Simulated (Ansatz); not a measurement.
# C₂HF₂In: a ladder of functionals and wavefunction methods

One table from this session's results is given with a row withheld; the runs are named, their logs left out.

The runs use Ansatz 0.2.0, Gaussian basis; functionals in def2-TZVPP, the program's frozen cores in correlated methods.

Levels to be run: LDA (SPW92), PBE-D4, revPBE-D4, BLYP-D4, r2SCAN-D4, B97M-V, PBE0-D4, B3LYP-D4, r2SCANh-D4, r2SCAN0-D4, HSE06-D4, BHLYP-D4, CAM-B3LYP-D4, LC-ωPBE, ωB97X-V, ωB97M-V, B2PLYP, PBE-QIDH; CCSD(T)/def2-SVP; CCSD(T)/def2-TZVPP; MP2/def2-QZVPP; extrapolation to the limit; RPA on PBE.

### The geometry

All runs share one geometry, relaxed beforehand with PBE0-D4 in a triple-zeta def2 set. In takes the def2 core potential; no spin-orbit term is included.

6 atoms, charge 0, spin multiplicity 1.

Atoms are counted from 1 here; the program's logs count them from 0.

Bond lengths: C1–C2 1.205 Å, C1–H6 1.067 Å, C2–In3 2.040 Å, In3–F4 1.928 Å, In3–F5 1.928 Å. Angles: C2–C1–H6 179.9°, C1–C2–In3 179.9°, C2–In3–F4 125.6°, C2–In3–F5 125.6°, F4–In3–F5 108.8°.

Set-up of the first run:

Input file in.yaml:

```yaml
crystal:
  periodic: [false, false, false]
  atoms:
    - {symbol: C, position_ang: [1.630605, -0.237733, 1.167759]}
    - {symbol: C, position_ang: [0.657969, -0.095921, 0.469855]}
    - {symbol: In, position_ang: [-0.989470, 0.144627, -0.708570]}
    - {symbol: F, position_ang: [-2.404039, -1.145558, -0.935787]}
    - {symbol: F, position_ang: [-1.387132, 1.698949, -1.777715]}
    - {symbol: H, position_ang: [2.492077, -0.364365, 1.784458]}
basis:
  gaussian: {orbitals: def2-TZVPP}
hamiltonian: {xc: lda}
output: {orbitals: {seedname: orbitals}}
```

On the command line:

```sh
ansatz run in.yaml --threads 4 --pin off --events-out ev --progress --plain --max-ram 10444MiB
```

Among the steps run: LDA; PBE-D4 (GGA); revPBE-D4 (GGA); BLYP-D4 (GGA); r2SCAN-D4 (meta-GGA); B97M-V (meta-GGA); B3LYP-D4 (hybrid); r2SCANh-D4 (hybrid); r2SCAN0-D4 (hybrid); HSE06-D4 (hybrid); BHLYP-D4 (hybrid); CAM-B3LYP-D4 (range-separated); LC-ωPBE (range-separated); ωB97X-V (range-separated); ωB97M-V (range-separated); B2PLYP (double hybrid); PBE-QIDH (double hybrid).

One table of the session follows, with a row left open; its other results are not shown here.

It belongs to the step «Orbital energies across the functionals». 

```
  functional  HOMO (eV)  LUMO (eV)  gap (eV)
 LDA (SPW92)          ?          ?         ?
      PBE-D4      -7.84      -2.98      4.86
   revPBE-D4      -7.75      -2.84      4.91
     BLYP-D4      -7.67      -2.99      4.67
   r2SCAN-D4      -8.09      -2.70      5.38
      B97M-V      -8.01      -2.85      5.16
     PBE0-D4      -9.10      -2.01      7.09
    B3LYP-D4      -8.85      -2.40      6.45
  r2SCANh-D4      -8.57      -2.36      6.21
  r2SCAN0-D4      -9.28      -1.85      7.43
    HSE06-D4      -8.69      -2.39      6.31
    BHLYP-D4     -10.19      -1.25      8.94
CAM-B3LYP-D4     -10.49      -1.09      9.41
     LC-ωPBE     -11.94       0.14     12.08
     ωB97X-V     -11.50       0.00     11.50
     ωB97M-V     -11.39      -0.27     11.12
```

Q: Estimate the row for LDA (SPW92) from the others.

**Answer.** HOMO (eV): -8.09; LUMO (eV): -3.32; gap (eV): 4.77.
